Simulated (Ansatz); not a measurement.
# AlSi23HO48 defect cell: single point

Aim: for AlSi23HO48 defect cell, 8 runs in a chain (single point).

Computed with Ansatz 0.2.0 (DFT PBE, scalar-relativistic, plane waves, PAW, unless a step's input says otherwise).

**1. The system as given**

It takes space group P1 (No. 1, triclinic). The conventional cell has a = 9.832 Å, b = 9.832 Å, c = 10.818 Å, α = 90.00°, β = 90.00°, γ = 120.00°. Si (site symmetry 1) has 4 O at 1.62 to 1.63 Å as nearest neighbours. Si (site symmetry 1) is surrounded by 4 O at 1.62 to 1.64 Å. O (site symmetry 1) is surrounded by 2 Si at 1.63 to 1.64 Å. Around O (site symmetry 1) lie 2 Si at 1.63 Å. Around O (site symmetry 1) lie 2 Si at 1.62 Å. O (site symmetry 1) has 2 Si at 1.62 to 1.63 Å as nearest neighbours. O (site symmetry 1) is surrounded by 2 Si at 1.62 to 1.64 Å. Only part of the 73 independent sites is listed.

As a file:

```cif
data_structure
_symmetry_space_group_name_H-M 'P 1'
_symmetry_Int_Tables_number 1
_cell_length_a 9.8316
_cell_length_b 9.8316
_cell_length_c 10.8182
_cell_angle_alpha 90.000
_cell_angle_beta 90.000
_cell_angle_gamma 120.000
_cell_volume 905.60
loop_
_atom_site_label
_atom_site_type_symbol
_atom_site_fract_x
_atom_site_fract_y
_atom_site_fract_z
_atom_site_occupancy
Si1 Si 0.27079 0.00015 0.16023 1
Si2 Si 0.00311 0.27388 0.33726 1
Si3 Si 0.22577 0.23272 0.00106 1
O1 O 0.06700 0.20146 0.44238 1
O2 O 0.29337 0.36357 0.11091 1
O3 O 0.14244 0.43808 0.28162 1
O4 O 0.20473 0.06878 0.05358 1
O5 O 0.35637 0.28341 0.38113 1
O6 O 0.43744 0.13642 0.21519 1
Si4 Si 0.26626 0.99635 0.66158 1
Si5 Si 0.99733 0.26954 0.83715 1
Si6 Si 0.23246 0.22407 0.49660 1
O7 O 0.05727 0.20094 0.95008 1
O8 O 0.30109 0.34612 0.60882 1
O9 O 0.13444 0.43353 0.78725 1
O10 O 0.20073 0.05380 0.54667 1
O11 O 0.35299 0.29618 0.88785 1
O12 O 0.42709 0.13776 0.72148 1
Si7 Si 0.26838 0.50202 0.16888 1
Si8 Si 0.00460 0.77041 0.33325 1
Si9 Si 0.23075 0.72808 0.99527 1
O13 O 0.07156 0.71361 0.44681 1
O14 O 0.30131 0.86718 0.09818 1
O15 O 0.14159 0.93030 0.27060 1
O16 O 0.20289 0.56748 0.05903 1
O17 O 0.36420 0.80360 0.38312 1
O18 O 0.43535 0.64070 0.22163 1
Al1 Al 0.26001 0.48562 0.66354 1
Si10 Si 0.99830 0.76606 0.83163 1
Si11 Si 0.23774 0.73554 0.49726 1
O19 O 0.06615 0.70237 0.94070 1
O20 O 0.30415 0.86412 0.61004 1
O21 O 0.13527 0.92727 0.77156 1
O22 O 0.21527 0.57371 0.54738 1
O23 O 0.35596 0.77876 0.88022 1
O24 O 0.45522 0.62068 0.73690 1
Si12 Si 0.76902 0.00998 0.16579 1
Si13 Si 0.49877 0.26303 0.32820 1
Si14 Si 0.72711 0.23496 0.99833 1
O25 O 0.56746 0.20103 0.43809 1
O26 O 0.79211 0.36397 0.10917 1
O27 O 0.63540 0.43190 0.27653 1
O28 O 0.69824 0.06889 0.05457 1
O29 O 0.86991 0.30558 0.39763 1
O30 O 0.93027 0.15143 0.22209 1
Si15 Si 0.76994 0.00285 0.66561 1
Si16 Si 0.48972 0.26907 0.82993 1
Si17 Si 0.73085 0.23360 0.50056 1
O31 O 0.56573 0.21551 0.93992 1
O32 O 0.77804 0.35689 0.61509 1
O33 O 0.61637 0.44059 0.76892 1
O34 O 0.70681 0.06948 0.55560 1
O35 O 0.85424 0.29268 0.88760 1
O36 O 0.93113 0.13755 0.72655 1
Si18 Si 0.76876 0.50191 0.16919 1
Si19 Si 0.50087 0.77287 0.33079 1
Si20 Si 0.74444 0.74466 0.00645 1
O37 O 0.57139 0.71435 0.44206 1
O38 O 0.80850 0.87856 0.11256 1
O39 O 0.63890 0.93752 0.27499 1
O40 O 0.71264 0.57825 0.06095 1
O41 O 0.86704 0.80139 0.38565 1
O42 O 0.93444 0.63426 0.22733 1
Si21 Si 0.75748 0.50063 0.66414 1
Si22 Si 0.50876 0.77017 0.84005 1
Si23 Si 0.73678 0.74008 0.49528 1
O43 O 0.57715 0.71789 0.95441 1
O44 O 0.79784 0.86549 0.60931 1
O45 O 0.63403 0.92975 0.77281 1
O46 O 0.70533 0.57295 0.55080 1
O47 O 0.86631 0.80038 0.89095 1
O48 O 0.92055 0.63170 0.72558 1
H1 H 0.49982 0.57443 0.74611 1
```

The structure rests on an entry of the Crystallography Open Database; cell or positions may have been set otherwise for this series.

**2. Single point: AlSi23HO48 defect cell, no spin**

Contents of input.yaml:

```yaml
crystal:
  lattice:
    - [9.8316, 0.0, 0.0]
    - [-4.9158, 8.514415, 0.0]
    - [0.0, 0.0, 10.8182]
  atoms:
    - { symbol: Si, position: [0.270791, 0.00015238, 0.160228] }
    - { symbol: Si, position: [0.0031078, 0.273878, 0.337256] }
    - { symbol: Si, position: [0.225767, 0.232716, 0.0010558] }
    - { symbol: O, position: [0.066999, 0.201456, 0.442384] }
    - { symbol: O, position: [0.293368, 0.363573, 0.110912] }
    - { symbol: O, position: [0.142444, 0.438081, 0.281624] }
    - { symbol: O, position: [0.204728, 0.068782, 0.053579] }
    - { symbol: O, position: [0.356366, 0.283414, 0.381132] }
    - { symbol: O, position: [0.437435, 0.136423, 0.215189] }
    - { symbol: Si, position: [0.26626, 0.9963501, 0.661583] }
    - { symbol: Si, position: [0.9973292, 0.269535, 0.837151] }
    - { symbol: Si, position: [0.232457, 0.224068, 0.496595] }
    - { symbol: O, position: [0.057269, 0.200939, 0.950083] }
    - { symbol: O, position: [0.301087, 0.346121, 0.608823] }
    - { symbol: O, position: [0.134444, 0.433534, 0.787249] }
    - { symbol: O, position: [0.200733, 0.053805, 0.546667] }
    - { symbol: O, position: [0.352994, 0.296184, 0.887852] }
    - { symbol: O, position: [0.42709, 0.137759, 0.721478] }
    - { symbol: Si, position: [0.26838, 0.502017, 0.168881] }
    - { symbol: Si, position: [0.004604, 0.770405, 0.333245] }
    - { symbol: Si, position: [0.230749, 0.728077, 0.9952677] }
    - { symbol: O, position: [0.071558, 0.713613, 0.44681] }
    - { symbol: O, position: [0.301315, 0.867176, 0.098176] }
    - { symbol: O, position: [0.141589, 0.930296, 0.270604] }
    - { symbol: O, position: [0.202891, 0.567483, 0.059035] }
    - { symbol: O, position: [0.364202, 0.803603, 0.383117] }
    - { symbol: O, position: [0.435354, 0.6407, 0.221629] }
    - { symbol: Al, position: [0.260015, 0.485616, 0.663538] }
    - { symbol: Si, position: [0.9983032, 0.766062, 0.831627] }
    - { symbol: Si, position: [0.237744, 0.735544, 0.49726] }
    - { symbol: O, position: [0.066152, 0.702368, 0.940699] }
    - { symbol: O, position: [0.304146, 0.864122, 0.610036] }
    - { symbol: O, position: [0.135272, 0.927265, 0.771561] }
    - { symbol: O, position: [0.215266, 0.57371, 0.547382] }
    - { symbol: O, position: [0.355962, 0.77876, 0.880222] }
    - { symbol: O, position: [0.45522, 0.620683, 0.736898] }
    - { symbol: Si, position: [0.769023, 0.0099828, 0.165791] }
    - { symbol: Si, position: [0.498768, 0.263027, 0.328203] }
    - { symbol: Si, position: [0.727105, 0.234956, 0.9983316] }
    - { symbol: O, position: [0.56746, 0.201027, 0.438093] }
    - { symbol: O, position: [0.792112, 0.363966, 0.109168] }
    - { symbol: O, position: [0.635401, 0.431902, 0.276533] }
    - { symbol: O, position: [0.698238, 0.068891, 0.05457] }
    - { symbol: O, position: [0.869911, 0.305576, 0.397629] }
    - { symbol: O, position: [0.93027, 0.151433, 0.222093] }
    - { symbol: Si, position: [0.769937, 0.0028498, 0.665605] }
    - { symbol: Si, position: [0.489717, 0.269074, 0.829928] }
    - { symbol: Si, position: [0.730848, 0.233604, 0.500564] }
    - { symbol: O, position: [0.565732, 0.215511, 0.939921] }
    - { symbol: O, position: [0.778037, 0.356891, 0.615095] }
    - { symbol: O, position: [0.616369, 0.440585, 0.768916] }
    - { symbol: O, position: [0.706808, 0.069481, 0.5556] }
    - { symbol: O, position: [0.854238, 0.292675, 0.887601] }
    - { symbol: O, position: [0.931132, 0.137553, 0.72655] }
    - { symbol: Si, position: [0.768762, 0.501907, 0.169191] }
    - { symbol: Si, position: [0.500874, 0.772865, 0.330792] }
    - { symbol: Si, position: [0.744436, 0.74466, 0.0064547] }
    - { symbol: O, position: [0.571395, 0.714348, 0.44206] }
    - { symbol: O, position: [0.808499, 0.878563, 0.112562] }
    - { symbol: O, position: [0.638896, 0.937519, 0.274987] }
    - { symbol: O, position: [0.712642, 0.578248, 0.06095] }
    - { symbol: O, position: [0.867044, 0.80139, 0.385645] }
    - { symbol: O, position: [0.934444, 0.634255, 0.227332] }
    - { symbol: Si, position: [0.757478, 0.500633, 0.664139] }
    - { symbol: Si, position: [0.508757, 0.77017, 0.84005] }
    - { symbol: Si, position: [0.736776, 0.740085, 0.495276] }
    - { symbol: O, position: [0.577153, 0.71789, 0.954413] }
    - { symbol: O, position: [0.79784, 0.865486, 0.609311] }
    - { symbol: O, position: [0.634029, 0.929753, 0.772806] }
    - { symbol: O, position: [0.705334, 0.572953, 0.550798] }
    - { symbol: O, position: [0.866311, 0.800378, 0.890946] }
    - { symbol: O, position: [0.920551, 0.631705, 0.725582] }
    - { symbol: H, position: [0.49981865, 0.57442772, 0.74610748] }
scf:
  occupations: { method: gaussian, width: 0.02 }
output:
  stress: false
  eigenvalues: true
kpoints:
  mp_grid: { grid: [1, 1, 1] }
hamiltonian:
  xc: pbe
```

The run is started by

```sh
ansatz run input.yaml --threads 4 --pin off --max-ram 16384MiB --backend cpu --events-out ev --progress --plain --runs-dir out
```

The log of the run, cut to the lines that bear on the results:

```text
Warning: RAYON_NUM_THREADS=4 ignored (pool sized by the plan → 4); use --threads N
[...]
Pseudopotentials: kind: paw
Pseudopotential: Si, paw, valence charge 4, recommended cutoff 420 eV (normal), Si.paw.azcp
Pseudopotential: O, paw, valence charge 6, recommended cutoff 420 eV (normal), O.paw.azcp
Pseudopotential: Al, paw, valence charge 3, recommended cutoff 420 eV (normal), Al.paw.azcp
Pseudopotential: H, paw, valence charge 1, recommended cutoff 420 eV (normal), H.paw.azcp
Functional definition: PBE
[...]
Crystal: 73 atoms, lattice volume = 905.595 Å³
Basis set: ecut = 420 eV, 17821 PW (Γ)
Bands: 265, of which v1, the nominal top of the filled ones, is band 192 counted from 1 (191 counted from 0)
Symmetry: 1 space group operations
Space group: P1 (ITA 1), of the structure as read, at distance tolerance 9.7e-5 Å
k-points: 1
[...]
SCF iter   1: F=—  HF=-42493.226792 eV  |F-HF|=—  |Δ(HF+E_count)|=         —  Δρ=1.45e-3  dr2=1.25e-2  ethr=1.77e-3  ⟨swp⟩=6.0  Hψ=1190  notcnv=0  defer=38
[...]
SCF iter   8: F=-42493.250123 eV  HF=-42493.250123 eV  |F-HF|=1.75e-8  |Δ(HF+E_count)|=   1.24e-7  Δρ=2.48e-6  dr2=3.97e-8  ethr=2.60e-11  ⟨swp⟩=11.0  Hψ=807  notcnv=0
[...]
SCF converged after 8 iterations
Free energy (F): -42493.250123 eV
[...]
E sigma→0 (E₀):  -42493.250123 eV
Fermi energy:    5.632043 eV
[...]
--- Band table (eV) ---
[...]
```

Run time: 4.2 s. Hardware: 4 threads of Intel Xeon Platinum 8488C (Sapphire Rapids), shared host; peak memory 1 GiB.

**3. Single point**

Changes to input.yaml since step 2:

```diff
@@ -78,3 +78,3 @@
     - { symbol: O, position: [0.920551, 0.631705, 0.725582] }
-    - { symbol: H, position: [0.49981865, 0.57442772, 0.74610748] }
+    - { symbol: H, position: [0.50324932, 0.57086963, 0.7468159] }
 scf:
```

The run is started by

```sh
ansatz run input.yaml --threads 4 --pin off --max-ram 16384MiB --backend cpu --events-out ev --progress --plain --runs-dir out
```

The log of the run, cut to the lines that bear on the results:

```text
[...]
SCF converged after 8 iterations
Free energy (F): -42494.124541 eV
[...]
E sigma→0 (E₀):  -42494.124541 eV
Fermi energy:    5.632637 eV
[...]
--- Band table (eV) ---
[...]
```

Run time: 4.5 s. Hardware: 4 threads of Intel Xeon Platinum 8488C (Sapphire Rapids), shared host; peak memory 1 GiB.

**4. Single point**

Changes to input.yaml since step 3:

```diff
@@ -78,3 +78,3 @@
     - { symbol: O, position: [0.920551, 0.631705, 0.725582] }
-    - { symbol: H, position: [0.50324932, 0.57086963, 0.7468159] }
+    - { symbol: H, position: [0.50667998, 0.56731153, 0.74752433] }
 scf:
```

The run is started by

```sh
ansatz run input.yaml --threads 4 --pin off --max-ram 16384MiB --backend cpu --events-out ev --progress --plain --runs-dir out
```

The log of the run, cut to the lines that bear on the results:

```text
[...]
SCF converged after 8 iterations
Free energy (F): -42494.585616 eV
[...]
E sigma→0 (E₀):  -42494.585616 eV
Fermi energy:    5.632545 eV
[...]
--- Band table (eV) ---
[...]
```

Run time: 4.8 s. Hardware: 4 threads of Intel Xeon Platinum 8488C (Sapphire Rapids), shared host; peak memory 1 GiB.

**5. Single point**

Changes to input.yaml since step 4:

```diff
@@ -78,3 +78,3 @@
     - { symbol: O, position: [0.920551, 0.631705, 0.725582] }
-    - { symbol: H, position: [0.50667998, 0.56731153, 0.74752433] }
+    - { symbol: H, position: [0.51011065, 0.56375343, 0.74823275] }
 scf:
```

The run is started by

```sh
ansatz run input.yaml --threads 4 --pin off --max-ram 16384MiB --backend cpu --events-out ev --progress --plain --runs-dir out
```

The log of the run, cut to the lines that bear on the results:

```text
Warning: RAYON_NUM_THREADS=4 ignored (pool sized by the plan → 4); use --threads N
[...]
[... 6 set-up lines as earlier in the session ...]
[...]
Crystal: 73 atoms, lattice volume = 905.595 Å³
Basis set: ecut = 420 eV, 17821 PW (Γ)
Bands: 265, of which v1, the nominal top of the filled ones, is band 192 counted from 1 (191 counted from 0)
[... 2 set-up lines as earlier in the session ...]
k-points: 1
[...]
SCF iter   1: F=—  HF=-42494.747608 eV  |F-HF|=—  |Δ(HF+E_count)|=         —  Δρ=1.35e-3  dr2=1.26e-2  ethr=1.77e-3  ⟨swp⟩=6.0  Hψ=1189  notcnv=0  defer=38
[...]
SCF iter   8: F=-42494.775065 eV  HF=-42494.775065 eV  |F-HF|=5.53e-10  |Δ(HF+E_count)|=   1.37e-7  Δρ=1.42e-6  dr2=1.30e-8  ethr=2.60e-11  ⟨swp⟩=11.0  Hψ=807  notcnv=0
[...]
SCF converged after 8 iterations
Free energy (F): -42494.775065 eV
[...]
E sigma→0 (E₀):  -42494.775065 eV
Fermi energy:    5.631368 eV
[...]
--- Band table (eV) ---
[...]
```

Run time: 4.5 s. Hardware: 4 threads of Intel Xeon Platinum 8488C (Sapphire Rapids), shared host; peak memory 1 GiB.

**6. Single point**

Changes to input.yaml since step 5:

```diff
@@ -78,3 +78,3 @@
     - { symbol: O, position: [0.920551, 0.631705, 0.725582] }
-    - { symbol: H, position: [0.51011065, 0.56375343, 0.74823275] }
+    - { symbol: H, position: [0.51411309, 0.55960232, 0.74905924] }
 scf:
```

The run is started by

```sh
ansatz run input.yaml --threads 4 --pin off --max-ram 16384MiB --backend cpu --events-out ev --progress --plain --runs-dir out
```

The log of the run, cut to the lines that bear on the results:

```text
Warning: RAYON_NUM_THREADS=4 ignored (pool sized by the plan → 4); use --threads N
[...]
[... 6 set-up lines as earlier in the session ...]
[...]
Crystal: 73 atoms, lattice volume = 905.595 Å³
Basis set: ecut = 420 eV, 17821 PW (Γ)
Bands: 265, of which v1, the nominal top of the filled ones, is band 192 counted from 1 (191 counted from 0)
[... 2 set-up lines as earlier in the session ...]
k-points: 1
[...]
SCF iter   1: F=—  HF=-42494.763089 eV  |F-HF|=—  |Δ(HF+E_count)|=         —  Δρ=1.36e-3  dr2=1.28e-2  ethr=1.77e-3  ⟨swp⟩=6.0  Hψ=1285  notcnv=0  defer=37
[...]
SCF iter   7: F=-42494.777465 eV  HF=-42494.777465 eV  |F-HF|=1.13e-7  |Δ(HF+E_count)|=   2.93e-7  Δρ=3.28e-6  dr2=8.11e-8  ethr=2.60e-11  ⟨swp⟩=10.0  Hψ=1055  notcnv=0
[...]
SCF converged after 7 iterations
Free energy (F): -42494.777465 eV
[...]
E sigma→0 (E₀):  -42494.777465 eV
Fermi energy:    5.628001 eV
[...]
--- Band table (eV) ---
[...]
```

It took 5.2 s on 4 threads of Intel Xeon Platinum 8488C (Sapphire Rapids), shared host; peak memory 1 GiB.

**7. Single point**

Changes to input.yaml since step 6:

```diff
@@ -78,3 +78,3 @@
     - { symbol: O, position: [0.920551, 0.631705, 0.725582] }
-    - { symbol: H, position: [0.51411309, 0.55960232, 0.74905924] }
+    - { symbol: H, position: [0.51868731, 0.55485819, 0.7500038] }
 scf:
```

The run is started by

```sh
ansatz run input.yaml --threads 4 --pin off --max-ram 16384MiB --backend cpu --events-out ev --progress --plain --runs-dir out
```

The log of the run, cut to the lines that bear on the results:

```text
Warning: RAYON_NUM_THREADS=4 ignored (pool sized by the plan → 4); use --threads N
[...]
[... 6 set-up lines as earlier in the session ...]
[...]
Crystal: 73 atoms, lattice volume = 905.595 Å³
Basis set: ecut = 420 eV, 17821 PW (Γ)
Bands: 265, of which v1, the nominal top of the filled ones, is band 192 counted from 1 (191 counted from 0)
[... 2 set-up lines as earlier in the session ...]
k-points: 1
[...]
SCF iter   1: F=—  HF=-42494.574641 eV  |F-HF|=—  |Δ(HF+E_count)|=         —  Δρ=1.35e-3  dr2=1.33e-2  ethr=1.77e-3  ⟨swp⟩=6.0  Hψ=1187  notcnv=0  defer=37
[...]
SCF iter   8: F=-42494.613511 eV  HF=-42494.613511 eV  |F-HF|=2.94e-9  |Δ(HF+E_count)|=   9.17e-8  Δρ=1.28e-6  dr2=1.39e-8  ethr=2.60e-11  ⟨swp⟩=11.0  Hψ=764  notcnv=0
[...]
SCF converged after 8 iterations
Free energy (F): -42494.613511 eV
[...]
E sigma→0 (E₀):  -42494.613511 eV
Fermi energy:    5.620041 eV
[...]
--- Band table (eV) ---
[...]
```

It took 5 s on 4 threads of Intel Xeon Platinum 8488C (Sapphire Rapids), shared host; peak memory 1.1 GiB.

**8. Single point**

Changes to input.yaml since step 7:

```diff
@@ -78,3 +78,3 @@
     - { symbol: O, position: [0.920551, 0.631705, 0.725582] }
-    - { symbol: H, position: [0.51868731, 0.55485819, 0.7500038] }
+    - { symbol: H, position: [0.52440509, 0.54892802, 0.75118451] }
 scf:
```

The run is started by

```sh
ansatz run input.yaml --threads 4 --pin off --max-ram 16384MiB --backend cpu --events-out ev --progress --plain --runs-dir out
```

The log of the run, cut to the lines that bear on the results:

```text
Warning: RAYON_NUM_THREADS=4 ignored (pool sized by the plan → 4); use --threads N
[...]
[... 6 set-up lines as earlier in the session ...]
[...]
Crystal: 73 atoms, lattice volume = 905.595 Å³
Basis set: ecut = 420 eV, 17821 PW (Γ)
Bands: 265, of which v1, the nominal top of the filled ones, is band 192 counted from 1 (191 counted from 0)
[... 2 set-up lines as earlier in the session ...]
k-points: 1
[...]
SCF iter   1: F=—  HF=-42494.273951 eV  |F-HF|=—  |Δ(HF+E_count)|=         —  Δρ=1.38e-3  dr2=1.60e-2  ethr=1.77e-3  ⟨swp⟩=6.0  Hψ=1192  notcnv=0  defer=37
[...]
SCF iter   8: F=-42494.300495 eV  HF=-42494.300495 eV  |F-HF|=9.68e-9  |Δ(HF+E_count)|=   1.92e-7  Δρ=2.30e-6  dr2=3.42e-8  ethr=2.60e-11  ⟨swp⟩=11.0  Hψ=756  notcnv=0
[...]
SCF converged after 8 iterations
Free energy (F): -42494.300495 eV
[...]
E sigma→0 (E₀):  -42494.300495 eV
Fermi energy:    5.601046 eV
[...]
--- Band table (eV) ---
[...]
```

Wall time 5.3 s (4 threads of Intel Xeon Platinum 8488C (Sapphire Rapids), shared host); peak memory 1 GiB.

**9. Single point**

Changes to input.yaml since step 8:

```diff
@@ -78,3 +78,3 @@
     - { symbol: O, position: [0.920551, 0.631705, 0.725582] }
-    - { symbol: H, position: [0.52440509, 0.54892802, 0.75118451] }
+    - { symbol: H, position: [0.53126642, 0.54181183, 0.75260135] }
 scf:
```

The run is started by

```sh
ansatz run input.yaml --threads 4 --pin off --max-ram 16384MiB --backend cpu --events-out ev --progress --plain --runs-dir out
```

The log of the run, cut to the lines that bear on the results:

```text
[...]
SCF converged after 8 iterations
Free energy (F): -42493.914102 eV
[...]
E sigma→0 (E₀):  -42493.914102 eV
Fermi energy:    5.565312 eV
[...]
--- Band table (eV) ---
[...]
```

Wall time 4.9 s (4 threads of Intel Xeon Platinum 8488C (Sapphire Rapids), shared host); peak memory 1 GiB.

**10. Results**

| step | energy above the lowest (eV) | gap on the mesh (eV) | time |
| --- | --- | --- | --- |
| 2 | 1.527 | 5.44 | 4.2 s |
| 3 | 0.653 | 5.43 | 4.5 s |
| 4 | 0.192 | 5.42 | 4.8 s |
| 5 | 0.002 | 5.40 | 4.5 s |
| 6 | 0.000 | 5.37 | 5.2 s |
| 7 | 0.164 | 5.33 | 5 s |
| 8 | 0.477 | 5.25 | 5.3 s |
| 9 | 0.863 | 5.12 | 4.9 s |

The values hold for the settings typed; their convergence was not tested in this session.

The gaps are Kohn-Sham values of a semilocal functional, not quasiparticle or optical gaps. Such gaps usually fall short of the measured ones.
